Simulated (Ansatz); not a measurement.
# W: the cost of one run

Program: Ansatz 0.2.0. Level of theory: DFT r2SCAN, scalar-relativistic, plane waves, PAW. These are calculated values, not measurements.

## 1. The structure to begin with

It takes space group I4/mmm (No. 139, tetragonal). The conventional cell has a = 2.793 Å, b = 2.793 Å, c = 4.249 Å, α = 90.00°, β = 90.00°, γ = 90.00°. W (site symmetry 4/mmm) is surrounded by 12 W at 2.79 to 2.90 Å.

As a file:

```xyz
1
Lattice="-1.3966 1.3966 2.1247 1.3966 -1.3966 2.1247 1.3966 1.3966 -2.1247" Properties=species:S:1:pos:R:3 pbc="T T T"
W     0.0000    0.0000    0.0000
```

This is candidate A: indium (bct) type (I4/mmm, No. 139).

(A quick probe on a coarse mesh, which set the mesh and smearing, is not shown.)

## 3. A loose first relaxation (candidate A)

input.yaml reads:

```yaml
crystal:
  lattice:
    - [-1.3966122886, 1.3966122886, 2.1247418573]
    - [1.3966122886, -1.3966122886, 2.1247418573]
    - [1.3966122886, 1.3966122886, -2.1247418573]
  atoms:
    - { symbol: W, position: [0.0, 0.0, 0.0] }
basis:
  ecutwfc: 500
kpoints:
  mp_grid: { grid: [8, 8, 8] }
hamiltonian:
  xc: r2scan
scf:
  occupations: { method: gaussian, width: 0.1 }
  lower_state_search: "off"
output:
  forces: true
  stress: true
  eigenvalues: true
relax:
  adjacent_minimum: "off"
  f_tol: 0.04
  max_steps: 70
  cell: { stress_tol: 0.4 }
```

Q: Estimate wall time and peak memory on 1 thread of an Arm CPU, shared host.

About 15 s, with a peak of 0.33 GiB.
